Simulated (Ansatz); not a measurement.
# F3HSi: molecular dynamics

The plan is to follow the molecule's vibrations and see whether its bonds hold. The start is relaxed first. Runs: 250 steps of 0.5 fs under a Nosé-Hoover thermostat at 300 K; 40 steps of 3 fs at constant energy, with velocities drawn for 200 K. SMILES of the start: F[SiH](F)F.

Method: RKS BLYP-D4/def2-SVP, in Ansatz 0.2.0.

### 1 The starting structure

Bond lengths: Si1–H2 1.460 Å, Si1–F3 1.590 Å, Si1–F4 1.589 Å, Si1–F5 1.589 Å. Angles: H2–Si1–F3 109.5°, H2–Si1–F4 109.5°, H2–Si1–F5 109.5°, F3–Si1–F4 109.5°, F3–Si1–F5 109.5°, F4–Si1–F5 109.5°.

Structure file:

```xyz
5

Si    0.0000    0.0000    0.0000
H     0.0000    0.0000    1.4600
F     1.4994    0.0000   -0.5295
F    -0.7489    1.2974   -0.5295
F    -0.7489   -1.2974   -0.5295
```

### 2 Preparing the start

The input, input.yaml:

```yaml
crystal:
  periodic: [false, false, false]
  atoms:
    - { symbol: Si, position_ang: [0.0, 0.0, 0.0] }
    - { symbol: H, position_ang: [0.0, 0.0, 1.46] }
    - { symbol: F, position_ang: [1.4994, 0.0, -0.5295] }
    - { symbol: F, position_ang: [-0.7489, 1.2974, -0.5295] }
    - { symbol: F, position_ang: [-0.7489, -1.2974, -0.5295] }
basis:
  gaussian: { orbitals: def2-SVP }
hamiltonian:
  xc: blyp
  dispersion: d4
relax:
  f_tol: 0.02
  max_steps: 40
```

Run with:

```console
> ansatz run input.yaml --threads 1 --pin off --max-ram 2048MiB --backend cpu --events-out ev --progress --plain --runs-dir out
```

Standard output, cut to the lines that bear on the results:

```text
Warning: RAYON_NUM_THREADS=1 ignored (pool sized by the plan → 1); use --threads N
[...]
Functional definition: BLYP
[...]
698 factors; their error is unknown
[...]
mean field -16039.55131081 eV, -589.4426386740 hartree, gradient 3.1e-5 eV, S^2 0.000000; 0 other end points of the search recorded, 0 dependent functions left out
[...]
reference -16039.55154769 eV, -589.4426473790 hartree; 21, 21 occupied and 44, 44 virtual orbitals, 698 factors
relax step   1: F+E_penalty+E_count = -16039.71504923 eV  Δ(F+E_penalty+E_count) = +0.000e0 eV  max|allowed force component| = 1.171e0 eV/Å  Δτ_max = 0.0000 Å  (23 SCF iters, accepted)
[...]
relax step   3: F+E_penalty+E_count = -16039.76988953 eV  Δ(F+E_penalty+E_count) = -1.624e-2 eV  max|allowed force component| = 2.125e-2 eV/Å  Δτ_max = 0.0172 Å  (26 SCF iters, accepted)
[...]
relax step   4: F+E_penalty+E_count = -16039.76992088 eV  Δ(F+E_penalty+E_count) = -3.135e-5 eV  max|allowed force component| = 1.944e-3 eV/Å  Δτ_max = 0.0011 Å  (18 SCF iters, accepted)
698 factors; their error is unknown
mean field -16039.60703996 eV, -589.4446866823 hartree, gradient 4.0e-5 eV, S^2 0.000000; 1 other end points of the search recorded, 0 dependent functions left out
[...]
reference -16039.60727622 eV, -589.4446953646 hartree; 21, 21 occupied and 44, 44 virtual orbitals, 698 factors
Total energy: -16039.77015714 eV, -589.4506811283 hartree
Atom 0 at     0.000310    -0.000000     0.024098 Å, force     0.000002    -0.000000     0.001944 eV/Å
Atom 1 at     0.000117     0.000000     1.499460 Å, force     0.000016     0.000000    -0.001488 eV/Å
Atom 2 at     1.511965     0.000000    -0.550490 Å, force    -0.000782     0.000000    -0.000137 eV/Å
Atom 3 at    -0.755396     1.309072    -0.550784 Å, force     0.000382    -0.000759    -0.000159 eV/Å
Atom 4 at    -0.755396    -1.309072    -0.550784 Å, force     0.000382     0.000759    -0.000159 eV/Å
Dipole moment:    -0.000048     0.000000     0.282556 e Å
```

It took 3.2 s on 1 thread of Intel Xeon 6975P-C (Granite Rapids), shared host; peak memory 0.12 GiB.

The steps of the relaxation:

| step | energy from step 1 (eV) | largest force component (eV/Å) |
| --- | --- | --- |
| 1 | 0.0000 | 1.1714 |
| 2 | -0.0386 | 0.7538 |
| 3 | -0.0548 | 0.0212 |
| 4 | -0.0549 | 0.0019 |

Step 1 is the start.

After: Bond lengths: Si1–H2 1.475 Å, Si1–F3 1.617 Å, Si1–F4 1.617 Å, Si1–F5 1.617 Å. Angles: H2–Si1–F3 110.8°, H2–Si1–F4 110.8°, H2–Si1–F5 110.8°, F3–Si1–F4 108.1°, F3–Si1–F5 108.1°, F4–Si1–F5 108.1°.

### 3 Run 1

250 steps of 0.5 fs under a Nosé-Hoover thermostat at 300 K, from the relaxed start.

The input, input.yaml:

```yaml
crystal:
  periodic: [false, false, false]
  atoms:
    - { symbol: Si, position_ang: [0.00031, 0.0, 0.024098] }
    - { symbol: H, position_ang: [0.000117, 0.0, 1.49946] }
    - { symbol: F, position_ang: [1.511965, 0.0, -0.55049] }
    - { symbol: F, position_ang: [-0.755396, 1.309072, -0.550784] }
    - { symbol: F, position_ang: [-0.755396, -1.309072, -0.550784] }
basis:
  gaussian: { orbitals: def2-SVP }
hamiltonian:
  xc: blyp
  dispersion: d4
md:
  timestep: 0.5
  n_steps: 250
  ensemble: nvt_nose_hoover
  temperature: 300.0
  initial_velocities: maxwell_boltzmann
  seed: 376808
  nose_hoover: { tau: 50.0, chain_length: 3 }
```

Run with:

```console
> ansatz run input.yaml --threads 1 --pin off --max-ram 2048MiB --backend cpu --events-out ev --progress --plain --runs-dir out
```

Standard output, cut to the lines that bear on the results:

```text
Warning: RAYON_NUM_THREADS=1 ignored (pool sized by the plan → 1); use --threads N
[...]
[... 1 set-up line as earlier in the session ...]
[...]
698 factors; their error is unknown
[...]
mean field -16039.60704004 eV, -589.4446866853 hartree, gradient 1.3e-5 eV, S^2 0.000000; 0 other end points of the search recorded, 0 dependent functions left out
[...]
reference -16039.60727629 eV, -589.4446953672 hartree; 21, 21 occupied and 44, 44 virtual orbitals, 698 factors
md step     0: t =     0.00 fs  T =   300.0 K  F+E_penalty+E_count = -16039.76992096 eV  E_kin = 0.116334 eV  conserved = -16039.65358696 eV  (24 SCF iters)
[...]
md step    20: t =    10.00 fs  T =   110.4 K  F+E_penalty+E_count = -16039.69581996 eV  E_kin = 0.042828 eV  conserved = -16039.65344363 eV  (21 SCF iters)
[...]
md step    40: t =    20.00 fs  T =   150.2 K  F+E_penalty+E_count = -16039.70838113 eV  E_kin = 0.058226 eV  conserved = -16039.65352993 eV  (27 SCF iters)
[...]
md step    60: t =    30.00 fs  T =    64.4 K  F+E_penalty+E_count = -16039.67236015 eV  E_kin = 0.024966 eV  conserved = -16039.65349296 eV  (29 SCF iters)
[...]
md step    78: t =    39.00 fs  T =   204.3 K  F+E_penalty+E_count = -16039.71808765 eV  E_kin = 0.079208 eV  conserved = -16039.65349398 eV  (28 SCF iters)
md step    79: t =    39.50 fs  T =   205.7 K  F+E_penalty+E_count = -16039.71787937 eV  E_kin = 0.079770 eV  conserved = -16039.65348651 eV  (27 SCF iters)
```

### 4 The log goes on: dynamics from the start

The log, continued, cut to the lines that bear on the results:

```text
md step    80: t =    40.00 fs  T =   207.4 K  F+E_penalty+E_count = -16039.71776512 eV  E_kin = 0.080437 eV  conserved = -16039.65348259 eV  (28 SCF iters)
[...]
md step   104: t =    52.00 fs  T =   252.0 K  F+E_penalty+E_count = -16039.71205114 eV  E_kin = 0.097710 eV  conserved = -16039.65349786 eV  (28 SCF iters)
[...]
md step   128: t =    64.00 fs  T =   296.9 K  F+E_penalty+E_count = -16039.70019989 eV  E_kin = 0.115115 eV  conserved = -16039.65351380 eV  (28 SCF iters)
[...]
md step   152: t =    76.00 fs  T =   182.7 K  F+E_penalty+E_count = -16039.63127530 eV  E_kin = 0.070830 eV  conserved = -16039.65334881 eV  (28 SCF iters)
[...]
md step   176: t =    88.00 fs  T =   291.5 K  F+E_penalty+E_count = -16039.64816923 eV  E_kin = 0.113022 eV  conserved = -16039.65352338 eV  (27 SCF iters, 3 dispersion substeps)
md step   177: t =    88.50 fs  T =   268.1 K  F+E_penalty+E_count = -16039.63825026 eV  E_kin = 0.103945 eV  conserved = -16039.65349336 eV  (26 SCF iters, 3 dispersion substeps)
md step   178: t =    89.00 fs  T =   241.8 K  F+E_penalty+E_count = -16039.62730372 eV  E_kin = 0.093768 eV  conserved = -16039.65345337 eV  (27 SCF iters, 3 dispersion substeps)
```

### 5 More of the same log: dynamics from the start

Output, continued, cut to the lines that bear on the results:

```text
md step   179: t =    89.50 fs  T =   214.3 K  F+E_penalty+E_count = -16039.61594870 eV  E_kin = 0.083103 eV  conserved = -16039.65340840 eV  (27 SCF iters, 3 dispersion substeps)
[...]
md step   197: t =    98.50 fs  T =   247.4 K  F+E_penalty+E_count = -16039.62148694 eV  E_kin = 0.095927 eV  conserved = -16039.65337443 eV  (25 SCF iters, 3 dispersion substeps)
[...]
md step   215: t =   107.50 fs  T =   337.3 K  F+E_penalty+E_count = -16039.64286057 eV  E_kin = 0.130801 eV  conserved = -16039.65339857 eV  (28 SCF iters, 3 dispersion substeps)
[...]
md step   233: t =   116.50 fs  T =   417.0 K  F+E_penalty+E_count = -16039.66713558 eV  E_kin = 0.161704 eV  conserved = -16039.65341844 eV  (28 SCF iters, 3 dispersion substeps)
[...]
md step   249: t =   124.50 fs  T =   579.9 K  F+E_penalty+E_count = -16039.72626581 eV  E_kin = 0.224876 eV  conserved = -16039.65348641 eV  (28 SCF iters, 3 dispersion substeps)
[...]
md step   250: t =   125.00 fs  T =   555.4 K  F+E_penalty+E_count = -16039.71682918 eV  E_kin = 0.215363 eV  conserved = -16039.65345348 eV  (24 SCF iters, 3 dispersion substeps)
Total energy: -16039.71706635 eV, -589.4487300777 hartree
Atom 0 at    -0.000881    -0.020894     0.024873 Å, force    -1.185127     1.215566     0.621143 eV/Å
Atom 1 at    -0.078710     0.016126     1.523122 Å, force     0.181128    -0.099596    -0.440034 eV/Å
Atom 2 at     1.473374     0.023771    -0.565507 Å, force     1.057598    -0.179633    -0.226165 eV/Å
Atom 3 at    -0.718026     1.335967    -0.558085 Å, force     0.111725    -0.687983     0.218061 eV/Å
Atom 4 at    -0.748232    -1.329708    -0.530867 Å, force    -0.165325    -0.248354    -0.173005 eV/Å
Dipole moment:     0.025253    -0.060399     0.277869 e Å
```

It took 2.6 min on 1 thread of Intel Xeon 6975P-C (Granite Rapids), shared host; peak memory 0.12 GiB.

### 6 Frames and traces

One step in 18; energies are changes from step 0:

| time (fs) | T (K) | potential energy change (meV/atom) | conserved energy change (meV/atom) |
| --- | --- | --- | --- |
| 0.0 | 300 | 0.0 | 0.00 |
| 9.0 | 118 | 14.2 | 0.03 |
| 18.0 | 167 | 10.8 | 0.01 |
| 27.0 | 42 | 21.1 | 0.03 |
| 36.0 | 180 | 11.4 | 0.01 |
| 45.0 | 220 | 11.2 | 0.02 |
| 54.0 | 245 | 13.0 | 0.03 |
| 63.0 | 288 | 14.1 | 0.02 |
| 72.0 | 209 | 24.4 | 0.02 |
| 81.0 | 314 | 19.5 | 0.02 |
| 90.0 | 187 | 33.0 | 0.04 |
| 99.0 | 275 | 27.7 | 0.04 |
| 108.0 | 323 | 26.6 | 0.04 |
| 117.0 | 444 | 18.6 | 0.03 |
| 125.0 | 555 | 10.6 | 0.03 |

time (fs), T (K) and a bar:
```
      0.0        300 ###############
      5.5        188 ########
     11.0        114 ####
     16.5        175 ########
     21.5        127 #####
     27.0         42 
     32.5         98 ###
     38.0        201 #########
     43.5        223 ###########
     49.0        238 ###########
     54.5        245 ############
     60.0        267 #############
     65.0        298 ###############
     70.5        219 ##########
     76.0        183 ########
     81.5        320 ################
     87.0        326 ################
     92.5        108 ####
     98.0        222 ##########
    103.5        435 #######################
    108.5        308 ###############
    114.0        286 ##############
    119.5        558 ##############################
    125.0        555 ##############################
```

Maxima of the velocity power spectrum (cm⁻¹, relative height; resolution about 530 cm⁻¹): 330 (100), 870 (91).

### 7 Snapshots as a file

Positions (Å) and forces (eV/Å):

```xyz
5
time_fs=15.5 T=175 dE=0.0503
Si   -0.023   -0.014    0.047    0.479    0.069   -0.287
H    -0.078    0.031    1.511    0.074   -0.135    0.183
F     1.467    0.035   -0.574    0.331   -0.259    0.240
F    -0.688    1.308   -0.560   -0.670    0.530   -0.165
F    -0.739   -1.324   -0.553   -0.215   -0.204    0.029
5
time_fs=31.0 T=75 dE=0.0940
Si   -0.019   -0.024    0.056   -0.465    0.593   -1.350
H    -0.017   -0.132    1.512   -0.055    0.206    0.307
F     1.463    0.042   -0.573    0.446   -0.217    0.140
F    -0.689    1.352   -0.578    0.039   -1.060    0.756
F    -0.743   -1.353   -0.550    0.035    0.478    0.148
5
time_fs=47.0 T=219 dE=0.0600
Si   -0.026   -0.002    0.001    1.245   -0.659    0.411
H    -0.049    0.057    1.453    0.020   -0.164    0.473
F     1.505    0.021   -0.552   -0.285   -0.165    0.048
F    -0.712    1.317   -0.531   -0.839    1.038   -0.733
F    -0.750   -1.338   -0.533   -0.141   -0.051   -0.199
5
time_fs=62.5 T=282 dE=0.0715
Si    0.024    0.001   -0.012   -1.449    0.717    0.024
H    -0.008    0.006    1.443    0.095    0.019    0.438
F     1.542   -0.024   -0.527    0.281    0.095   -0.396
F    -0.806    1.338   -0.535    0.852   -1.029    0.119
F    -0.769   -1.315   -0.534    0.221    0.197   -0.185
5
time_fs=78.0 T=234 dE=0.1222
Si    0.015    0.036    0.013    1.246   -1.181   -0.581
H     0.156   -0.029    1.462   -0.248    0.213    0.415
F     1.583   -0.063   -0.535   -1.431    0.430    0.106
F    -0.842    1.280   -0.541    0.259    0.410   -0.044
F    -0.771   -1.268   -0.558    0.175    0.129    0.104
5
time_fs=94.0 T=112 dE=0.1972
Si    0.054    0.018    0.041   -2.166    0.870    0.238
H    -0.036    0.235    1.490    0.327   -0.415    0.236
F     1.511   -0.062   -0.546    1.577    0.119   -0.433
F    -0.832    1.238   -0.553    0.412    0.517   -0.179
F    -0.754   -1.216   -0.578   -0.150   -1.091    0.137
5
time_fs=109.5 T=278 dE=0.1517
Si    0.000    0.026    0.080    1.450   -1.267   -1.431
H     0.163   -0.120    1.548   -0.343    0.368   -0.124
F     1.525   -0.035   -0.580   -1.106    0.338    0.627
F    -0.784    1.269   -0.580    0.008    0.445    0.459
F    -0.748   -1.266   -0.577   -0.010    0.116    0.468
5
time_fs=125.0 T=555 dE=0.0531
Si   -0.001   -0.021    0.025   -1.185    1.216    0.621
H    -0.079    0.016    1.523    0.181   -0.100   -0.440
F     1.473    0.024   -0.566    1.058   -0.180   -0.226
F    -0.718    1.336   -0.558    0.112   -0.688    0.218
F    -0.748   -1.330   -0.531   -0.165   -0.248   -0.173
```

On run 1: Against a set 300 K the second half averages 311 K with a spread of 130 K. The conserved energy strays from its start by at most 0.06 meV/atom, 0.3 % of the mean kinetic energy, so a step of 0.5 fs is short enough over this time. The bonds all hold.

### 8 Run 2

40 steps of 3 fs at constant energy, with velocities drawn for 200 K, from the relaxed start.

Changes to input.yaml since step 3:

```diff
@@ -14,8 +14,7 @@
 md:
-  timestep: 0.5
-  n_steps: 250
-  ensemble: nvt_nose_hoover
-  temperature: 300.0
+  timestep: 3.0
+  n_steps: 40
+  ensemble: nve
+  temperature: 200.0
   initial_velocities: maxwell_boltzmann
-  seed: 376808
-  nose_hoover: { tau: 50.0, chain_length: 3 }
+  seed: 652612
```

Run with:

```console
> ansatz run input.yaml --threads 1 --pin off --max-ram 2048MiB --backend cpu --events-out ev --progress --plain --runs-dir out
```

Standard output, cut to the lines that bear on the results:

```text
Warning: RAYON_NUM_THREADS=1 ignored (pool sized by the plan → 1); use --threads N
[...]
[... 1 set-up line as earlier in the session ...]
[...]
698 factors; their error is unknown
[...]
mean field -16039.60704004 eV, -589.4446866853 hartree, gradient 1.3e-5 eV, S^2 0.000000; 0 other end points of the search recorded, 0 dependent functions left out
[...]
reference -16039.60727629 eV, -589.4446953672 hartree; 21, 21 occupied and 44, 44 virtual orbitals, 698 factors
md step     0: t =     0.00 fs  T =   200.0 K  F+E_penalty+E_count = -16039.76992096 eV  E_kin = 0.077556 eV  conserved = -16039.69236496 eV  (24 SCF iters)
[...]
md step    10: t =    30.00 fs  T =    45.9 K  F+E_penalty+E_count = -16039.70424612 eV  E_kin = 0.017800 eV  conserved = -16039.68644599 eV  (27 SCF iters, 5 dispersion substeps)
[...]
md step    39: t =   117.00 fs  T =   106.9 K  F+E_penalty+E_count = -16039.72967599 eV  E_kin = 0.041455 eV  conserved = -16039.68822058 eV  (27 SCF iters, 5 dispersion substeps)
[...]
md step    40: t =   120.00 fs  T =   169.7 K  F+E_penalty+E_count = -16039.75711871 eV  E_kin = 0.065808 eV  conserved = -16039.69131066 eV  (24 SCF iters, 5 dispersion substeps)
Total energy: -16039.75735463 eV, -589.4502106445 hartree
Atom 0 at     0.002693    -0.002695     0.025176 Å, force    -0.275002     0.168415     0.310222 eV/Å
Atom 1 at     0.075354    -0.012416     1.509193 Å, force    -0.189015     0.022627    -0.181266 eV/Å
Atom 2 at     1.499431     0.002225    -0.545843 Å, force     0.530011    -0.009443    -0.279480 eV/Å
Atom 3 at    -0.751865     1.309475    -0.556160 Å, force     0.013045    -0.122342     0.130040 eV/Å
Atom 4 at    -0.753907    -1.307058    -0.552165 Å, force    -0.079039    -0.059257     0.020483 eV/Å
Dipole moment:    -0.004916    -0.005311     0.280827 e Å
```

Run time: 26 s. Hardware: 1 thread of Intel Xeon 6975P-C (Granite Rapids), shared host; peak memory 0.12 GiB.

### 9 Frames and traces

One step in 3; energies are changes from step 0:

| time (fs) | T (K) | potential energy change (meV/atom) | total energy change (meV/atom) |
| --- | --- | --- | --- |
| 0.0 | 200 | 0.0 | 0.00 |
| 9.0 | 17 | 15.5 | 1.27 |
| 18.0 | 163 | 3.3 | 0.41 |
| 27.0 | 49 | 12.5 | 0.79 |
| 36.0 | 123 | 6.6 | 0.68 |
| 45.0 | 96 | 8.8 | 0.73 |
| 54.0 | 92 | 8.9 | 0.51 |
| 63.0 | 125 | 6.7 | 0.86 |
| 72.0 | 64 | 11.4 | 0.83 |
| 81.0 | 145 | 4.6 | 0.37 |
| 90.0 | 50 | 12.7 | 1.10 |
| 99.0 | 130 | 5.8 | 0.37 |
| 108.0 | 89 | 9.2 | 0.57 |
| 117.0 | 107 | 8.0 | 0.83 |
| 120.0 | 170 | 2.6 | 0.21 |

time (fs), T (K) and a bar:
```
      0.0        200 ##############################
      6.0         75 ##########
      9.0         17 #
     15.0        107 ###############
     21.0        159 #######################
     27.0         49 ######
     30.0         46 #####
     36.0        123 ##################
     42.0        104 ###############
     48.0         95 #############
     51.0         92 #############
     57.0         82 ###########
     63.0        125 ##################
     69.0        119 #################
     72.0         64 ########
     78.0         68 #########
     84.0        177 ##########################
     90.0         50 ######
     93.0         12 
     99.0        130 ###################
    105.0        157 #######################
    111.0         23 ##
    114.0         47 ######
    120.0        170 #########################
```

### 10 Positions and forces

Extended XYZ, with forces in eV/Å:

```xyz
5
time_fs=15.0 T=107 dE=0.0392
Si   -0.009   -0.006    0.036    0.876   -0.057   -0.727
H    -0.107    0.000    1.491    0.216   -0.029    0.341
F     1.529    0.018   -0.565   -0.969   -0.120    0.566
F    -0.741    1.298   -0.554   -0.180    0.321   -0.131
F    -0.767   -1.307   -0.550    0.057   -0.114   -0.048
5
time_fs=30.0 T=46 dE=0.0657
Si    0.015   -0.014    0.027   -1.520    0.398   -0.272
H     0.126   -0.043    1.475   -0.257    0.032    0.495
F     1.485    0.024   -0.539    1.496   -0.097   -0.721
F    -0.741    1.311   -0.565    0.156   -0.497    0.377
F    -0.771   -1.312   -0.551    0.126    0.164    0.121
5
time_fs=45.0 T=96 dE=0.0439
Si   -0.018   -0.003    0.025    1.606   -0.392   -0.296
H    -0.053   -0.015    1.487    0.083    0.012    0.265
F     1.535    0.018   -0.559   -1.173   -0.104    0.498
F    -0.738    1.296   -0.549   -0.442    0.696   -0.314
F    -0.766   -1.309   -0.545   -0.074   -0.212   -0.153
5
time_fs=60.0 T=107 dE=0.0386
Si    0.017   -0.005    0.021   -1.746    0.452   -0.020
H    -0.086    0.022    1.495    0.243   -0.065   -0.022
F     1.506    0.001   -0.546    0.753   -0.026   -0.206
F    -0.764    1.324   -0.552    0.464   -0.658    0.172
F    -0.761   -1.318   -0.549    0.287    0.297    0.076
5
time_fs=75.0 T=36 dE=0.0686
Si   -0.017    0.012    0.016    1.662   -0.555    0.588
H     0.174   -0.019    1.494   -0.500    0.099   -0.197
F     1.515   -0.019   -0.544   -0.402    0.141   -0.148
F    -0.759    1.309   -0.545   -0.395    0.522   -0.169
F    -0.738   -1.307   -0.551   -0.364   -0.206   -0.075
5
time_fs=90.0 T=50 dE=0.0636
Si    0.012    0.006    0.030   -1.329    0.322    0.118
H    -0.182    0.056    1.517    0.486   -0.113   -0.378
F     1.509   -0.024   -0.557    0.270    0.108    0.158
F    -0.775    1.319   -0.549    0.446   -0.407    0.042
F    -0.740   -1.307   -0.556    0.126    0.090    0.060
5
time_fs=105.0 T=157 dE=0.0192
Si   -0.009    0.010    0.030    0.837   -0.343    0.335
H     0.059    0.000    1.529   -0.182    0.043   -0.443
F     1.511   -0.017   -0.554   -0.301    0.113    0.097
F    -0.759    1.306   -0.552   -0.169    0.268   -0.037
F    -0.739   -1.304   -0.557   -0.185   -0.081    0.048
5
time_fs=120.0 T=170 dE=0.0128
Si    0.003   -0.003    0.025   -0.275    0.168    0.310
H     0.075   -0.012    1.509   -0.189    0.023   -0.181
F     1.499    0.002   -0.546    0.530   -0.009   -0.280
F    -0.752    1.310   -0.556    0.013   -0.122    0.130
F    -0.754   -1.307   -0.552   -0.079   -0.059    0.021
```

Reading of run 2. The temperature starts at 200 K and averages 102 K in the second half, where it ranges from 12 to 178 K. About half is expected from a start at a minimum: kinetic energy passes into potential energy until both shares match. The total energy strays from its start by at most 1.38 meV/atom, 18 % of the mean kinetic energy, which is poor: the step of 3 fs is too long for the fastest motion. No bond forms or breaks.

### 11 Results

| quantity | value |
| --- | --- |
| relaxation of the start | 3 moves, 0.055 eV lower |
| run 1: length | 250 steps of 0.5 fs |
| run 1: temperature, first and last step | 300 and 555 K |
| run 1: temperature, second half | mean 311 K, from 106 to 632 K |
| run 1: potential energy, second half | +23 meV/atom from this run's first step |
| run 1: largest change of the conserved energy | 0.06 meV/atom |
| run 1: bonds formed or broken | 0 |
| run 2: length | 40 steps of 3 fs |
| run 2: temperature, first and last step | 200 and 170 K |
| run 2: temperature, second half | mean 102 K, from 12 to 178 K |
| run 2: potential energy, second half | +8 meV/atom from this run's first step |
| run 2: largest change of the total energy | 1.38 meV/atom |
| run 2: bonds formed or broken | 0 |

In words: Mean temperatures of the second halves: 311 K, 102 K. No bond formed or broke in any run. 120 fs on 5 atoms is far too short and small for converged averages. The nuclei move classically, without zero-point motion, which matters most for hydrogen.
